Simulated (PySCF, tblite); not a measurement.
**C₅H₁₀OSi₂: geometry, infrared bands and NMR shifts**

What infrared bands and NMR shifts should C₅H₁₀OSi₂ (`C#C[SiH2][C@H]1CCO[SiH2]1`) show?

The runs use tblite 0.8.0 and PySCF 2.14.0, with density-fitted response routines of our own; the level of theory stands in each step. All values are computed, except where a source is named. Atoms count from 0, in the outputs and in this text.

## 1. The molecule as given

18 atoms, charge 0, multiplicity 1; geometry from: force field or distance geometry start.

Bonds of the start (Å): C0–C1 1.21, C1–Si2 1.83, Si2–C3 1.86, C3–C4 1.50, C4–C5 1.52, C5–O6 1.40, O6–Si7 1.74, Si7–C3 1.87, C0–H8 1.06, Si2–H9 1.45, Si2–H10 1.47, C3–H11 1.12, C4–H12 1.09, C4–H13 1.13, C5–H14 1.13, C5–H15 1.10, Si7–H16 1.49, Si7–H17 1.46.

## 2. Geometry optimisation with GFN2-xTB

Job settings and geometry (Å):

```
{"job": {"kind": "relax", "xc": "GFN2-xTB", "basis": "xTB"}, "charge": 0, "multiplicity": 1}
C      3.720300     0.299300    -0.305900
C      2.716000    -0.366700    -0.168200
Si     1.207000    -1.374100     0.080400
C     -0.116400    -0.170700     0.585800
C     -0.444400     0.847000    -0.471200
C     -1.644200     1.526800     0.161900
O     -2.655800     0.562000     0.244800
Si    -1.829200    -0.918300     0.651100
H      4.584300     0.895800    -0.450000
H      0.833200    -2.073100    -1.137500
H      1.497700    -2.317900     1.165200
H      0.134600     0.309600     1.561900
H      0.380600     1.522500    -0.703900
H     -0.845300     0.287700    -1.364300
H     -1.338000     1.903400     1.186500
H     -1.976000     2.425300    -0.377000
H     -2.024900    -1.919500    -0.430100
H     -2.208400    -1.432900     1.964800
```

Launch:

```sh
> OMP_NUM_THREADS=1 python probes_run.py task.json out
```

One launch serves the whole session: the jobs run in the order shown.

**Question.** This job is followed by: GFN2-xTB harmonic vibrations, gas phase; GIAO PBE0/pcSseg-1 NMR shielding, non-relativistic, gas phase. Predict these results of the whole session: strongest single infrared mode (GFN2-xTB); zero-point energy (GFN2-xTB); 13C shifts against TMS (PBE0/pcSseg-1); 1H shifts against TMS (PBE0/pcSseg-1); 29Si shifts against TMS (PBE0/pcSseg-1); 17O shifts against H2O (PBE0/pcSseg-1).

The runs gave:

| quantity | value |
| --- | --- |
| strongest single infrared mode (GFN2-xTB) | 2282 cm⁻¹, 551 km/mol |
| zero-point energy (GFN2-xTB) | 80.6 kcal/mol |
| 13C shifts against TMS (PBE0/pcSseg-1) | 104.2, 87.6, 73.4, 33.5, 11.4 ppm |
| 1H shifts against TMS (PBE0/pcSseg-1) | 5.06, 4.79, 4.59, 4.53, 4.38, 3.89, 2.33, 1.94, 1.66, 0.81 ppm |
| 29Si shifts against TMS (PBE0/pcSseg-1) | -0.9, -63.9 ppm |
| 17O shifts against H2O (PBE0/pcSseg-1) | 32.0 ppm |

**Reading.** Relaxing lowered the energy by 0.611 eV in 73 steps; the close pair that moved most is O6–Si7, from 1.743 to 1.635 Å. No mode is imaginary among the 48: a minimum at this level. The strongest single mode, at 2282 cm⁻¹, moves mainly H17 and H16. Unscaled tight-binding wavenumbers are off by several per cent, some by more. Its intensities can rank the bands wrongly. At PBE0/pcSseg-1: Shielding is most anisotropic at C1 (span 289 ppm, paramagnetic term -161 ppm).
